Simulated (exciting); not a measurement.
**AlCl under changes of volume**

One of the cells (23.116 Å³/atom); the others are scaled copies at fixed shape and fractional positions:

```
Al Cl
1.0
     0.00000    2.84863    2.84863
     2.84863    0.00000    2.84863
     2.84863    2.84863    0.00000
Al Cl
1 1
Direct
  0.50000 0.50000 0.50000
  0.00000 0.00000 0.00000
```

The cell was built by a generator and needn't be a form met in nature.

* Program: exciting (release sodium)
* Functional: PBEsol
* Potentials or basis: all-electron LAPW+lo, shipped species files, valence relativity iora*
* rgkmax: 7.5
* k mesh: 8 × 8 × 8
* Occupations: fermi-dirac, width 0.05 eV
* Spin: no spin polarisation

```csv
volume (Å³/atom),energy over the lowest point (meV/atom),gap on the mesh (eV)
21.729,59.93,0.74
22.191,44.35,0.75
22.654,31.36,0.73
23.116,20.48,0.67
23.578,11.69,0.55
24.041,?,?
24.503,0.00,0.31
```

What does the run at 24.041 Å³/atom give?

Energy over the lowest point 4.92 meV/atom; gap on the mesh 0.43 eV.

Worked out: A Birch-Murnaghan fit of order 3 (a polynomial in V^(-2/3)) to the other rows has no minimum within the range. It gives 4.93 meV/atom at 24.041 Å³/atom, against the run's 4.92. A parabola through the other rows of the gap, of slope -6.92 eV per unit of ln V there, gives 0.45 eV, against the run's 0.43.

Energies are extrapolated to zero smearing.

A mesh can miss the band edges.
